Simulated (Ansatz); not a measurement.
# FH6NSi2: a ladder of functionals and wavefunction methods

The task here is to estimate one member of a computed series from the others.

Method: functionals in def2-TZVPP, the program's frozen cores in correlated methods; program: Ansatz 0.2.0, Gaussian basis.

The runs, in order: LDA (SPW92), PBE-D4, revPBE-D4, BLYP-D4, r2SCAN-D4, B97M-V, PBE0-D4, B3LYP-D4, r2SCANh-D4, r2SCAN0-D4, HSE06-D4, BHLYP-D4, CAM-B3LYP-D4, LC-ωPBE, ωB97X-V, ωB97M-V, B2PLYP, PBE-QIDH; CCSD(T)/def2-SVP; CCSD(T)/def2-TZVPP; CCSD(T)/def2-QZVPP; extrapolation to the limit; RPA on PBE.

## Structure used throughout

All runs share one geometry, relaxed beforehand with PBE0-D4 in a triple-zeta def2 set.

SMILES `F[SiH2]N[SiH3]`, 10 atoms, charge 0, spin multiplicity 1.

Atoms are counted from 1 here; the program's logs count them from 0.

Bond lengths: F1–Si2 1.602 Å, Si2–N3 1.706 Å, Si2–H5 1.480 Å, Si2–H6 1.478 Å, N3–Si4 1.733 Å, N3–H7 1.011 Å, Si4–H8 1.487 Å, Si4–H9 1.483 Å, Si4–H10 1.487 Å. Angles: F1–Si2–N3 112.6°, F1–Si2–H5 106.0°, F1–Si2–H6 106.5°, N3–Si2–H5 109.3°, N3–Si2–H6 108.8°, H5–Si2–H6 113.7°, Si2–N3–Si4 128.1°, Si2–N3–H7 115.6°, Si4–N3–H7 115.9°, N3–Si4–H8 112.0°, N3–Si4–H9 106.7°, N3–Si4–H10 110.9°, H8–Si4–H9 109.6°, H8–Si4–H10 107.7°, H9–Si4–H10 109.9°.

The first run:

The input, in.yaml:

```yaml
crystal:
  periodic: [false, false, false]
  atoms:
    - {symbol: F, position_ang: [-2.181006, 0.400076, -1.256829]}
    - {symbol: Si, position_ang: [-0.764481, 1.023690, -0.845247]}
    - {symbol: N, position_ang: [0.397604, -0.171314, -0.482199]}
    - {symbol: Si, position_ang: [0.699046, -0.942831, 1.040382]}
    - {symbol: H, position_ang: [-0.309533, 1.809096, -2.014692]}
    - {symbol: H, position_ang: [-1.001717, 1.841057, 0.363373]}
    - {symbol: H, position_ang: [0.903348, -0.543691, -1.274570]}
    - {symbol: H, position_ang: [0.339214, -2.385618, 1.014387]}
    - {symbol: H, position_ang: [-0.134652, -0.240692, 2.046620]}
    - {symbol: H, position_ang: [2.135278, -0.840773, 1.411674]}
basis:
  gaussian: {orbitals: def2-TZVPP}
hamiltonian: {xc: lda}
output: {orbitals: {seedname: orbitals}}
```

The run is started by

```console
$ ansatz run in.yaml --threads 2 --pin off --events-out ev --progress --plain --max-ram 20480MiB --backend cpu
```

Steps of the session up to this table: LDA; PBE-D4 (GGA); revPBE-D4 (GGA); BLYP-D4 (GGA); r2SCAN-D4 (meta-GGA); B97M-V (meta-GGA); B3LYP-D4 (hybrid); r2SCANh-D4 (hybrid); r2SCAN0-D4 (hybrid); HSE06-D4 (hybrid); BHLYP-D4 (hybrid); CAM-B3LYP-D4 (range-separated); LC-ωPBE (range-separated); ωB97X-V (range-separated); ωB97M-V (range-separated); B2PLYP (double hybrid); PBE-QIDH (double hybrid).

One table of the session follows, with a row left open; its other results are not shown here.

It belongs to the step «Orbital energies across the functionals». 

| functional | HOMO (eV) | gap (eV) |
| --- | --- | --- |
| LDA (SPW92) | -6.89 | 5.82 |
| PBE-D4 | -6.76 | 5.93 |
| revPBE-D4 | -6.71 | 5.98 |
| BLYP-D4 | -6.63 | 5.91 |
| r2SCAN-D4 | -7.07 | 6.69 |
| B97M-V | -7.22 | 6.51 |
| PBE0-D4 | -8.13 | 8.13 |
| B3LYP-D4 | -7.89 | 7.67 |
| r2SCANh-D4 | -7.58 | 7.47 |
| r2SCAN0-D4 | -8.34 | 8.63 |
| HSE06-D4 | -7.72 | 7.36 |
| BHLYP-D4 | -9.41 | 10.21 |
| CAM-B3LYP-D4 | ? | ? |
| LC-ωPBE | -10.92 | 13.06 |
| ωB97X-V | -10.55 | 12.52 |
| ωB97M-V | -10.44 | 12.04 |

Estimate the missing values for CAM-B3LYP-D4.

The run gave: HOMO (eV): -9.52; gap (eV): 10.46. In the column «HOMO (eV)» it lies between ωB97M-V (-10.44) and BHLYP-D4 (-9.41).
